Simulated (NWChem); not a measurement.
# Plane-wave run on NaI (rocksalt type)

```
NaI
1.0
    0.00000     3.17589     3.17589
    3.17589     0.00000     3.17589
    3.17589     3.17589     0.00000
I Na
1 1
Cartesian
  0.00000   0.00000   0.00000
  3.17589   3.17589   3.17589
```

All runs are NWChem calculations. Origin of the cell: lattice set by a structure generator, not relaxed at this level; this structure type may not be the compound's usual one.

Norm-conserving pseudopotentials with valence charges I 7, Na 1, fixed occupations, no spin-orbit coupling, density cut at twice the wavefunction cutoff.

The filled d shells of I are in the core.

Level: revPBE, Troullier-Martins, cutoff 30 Ha, density from a 4×4×4 mesh. Bands run along Γ–X–U|K–Γ–L–W–X with k in units of the cell's reciprocal vectors.

Task: What gap does the band structure show, and how wide is the group of occupied bands?

Result: It shows a direct gap along this path of 4.04 eV at Γ. The 4 occupied bands reach 11.2 eV below the valence-band top.
